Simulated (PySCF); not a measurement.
# C₅H₁₃NSi: electronic excitations

What electronic excitations should C₅H₁₃NSi (`C=C[Si@H](CC)NC`) show?

The runs use PySCF 2.14.0, with density-fitted response routines of our own; the level of theory stands in each step. All values are computed, except where a source is named. Atoms count from 0, in the outputs and in this text.

### Step 1. The starting structure

20 atoms, charge 0, multiplicity 1; geometry from: GFN2-xTB.

Bonds of the start (Å): C0–C1 1.32, C1–Si2 1.89, Si2–C3 1.90, C3–C4 1.52, Si2–N5 1.72, N5–C6 1.44, C0–H7 1.08, C0–H8 1.08, C1–H9 1.08, Si2–H10 1.48, C3–H11 1.09, C3–H12 1.09, C4–H13 1.09, C4–H14 1.09, C4–H15 1.09, N5–H16 1.01, C6–H17 1.09, C6–H18 1.10, C6–H19 1.09.

### Step 2. Ultraviolet spectrum: B3LYP/def2-SVPD

The job: settings as JSON, then the geometry in Å.

```
{"job": {"kind": "uv", "xc": "B3LYP", "basis": "def2-SVPD", "nstates": 8, "ntriplets": 3}, "charge": 0, "multiplicity": 1}
C     -0.509997     2.429164    -0.761646
C     -0.009129     1.538351     0.078921
Si     0.207439    -0.297995    -0.296073
C     -1.210645    -1.321359     0.451017
C     -2.569732    -0.851387    -0.047075
N      1.636075    -0.783883     0.535471
C      2.918513    -0.166356     0.296259
H     -0.639695     3.469956    -0.502818
H     -0.815587     2.155439    -1.759091
H      0.280131     1.876142     1.068148
H      0.223890    -0.482192    -1.763413
H     -1.087352    -2.375958     0.201675
H     -1.187879    -1.254737     1.539061
H     -3.375976    -1.438327     0.391104
H     -2.728630     0.193212     0.210806
H     -2.632444    -0.942579    -1.128828
H      1.735008    -1.759851     0.771823
H      2.763710     0.895770     0.120948
H      3.432635    -0.583168    -0.577052
H      3.564517    -0.289564     1.167727
```

With the program's defaults for keys left out, this is: TDDFT B3LYP/def2-SVPD, vertical, gas phase, core orbitals frozen in the response.

Launch:

```console
> OMP_NUM_THREADS=1 python probes_run.py task.json out
```

One launch serves the whole session: the jobs run in the order shown.

What will the session give for the following? lowest singlet (B3LYP/def2-SVPD); brightest single state of those computed; lowest triplet; surface potential, 1st and 99th percentile. Wanted: lowest singlet; brightest single state of those computed; lowest triplet; surface potential, 1st and 99th percentile.

**Answer**, as computed:

| quantity | value |
| --- | --- |
| lowest singlet (B3LYP/def2-SVPD) | 4.99 eV (248 nm), f = 0.003 |
| brightest single state of those computed | state 6, 6.73 eV, f = 0.113 |
| lowest triplet | 4.39 eV |
| surface potential, 1st and 99th percentile | -0.92 V and 1.19 V |

**Reading.** The lowest singlet, at 4.99 eV, is HOMO→LUMO 0.99 and is weak; of the 8 states computed, the strongest absorption comes from state 6 at 6.73 eV. The lowest triplet lies 0.61 eV below the lowest singlet (triplets in Tamm-Dancoff, singlets in full TDDFT). States above −ε(HOMO) lie where TDDFT describes them poorly and they hang on the basis; the brightest is among them. By nearest atom (B3LYP/def2-SVPD), the HOMO sits on N5 60 %; H10, H16, H18 about 8 % each and the LUMO on C0, C1 about 26 % each; H7, H8 about 9 % each.
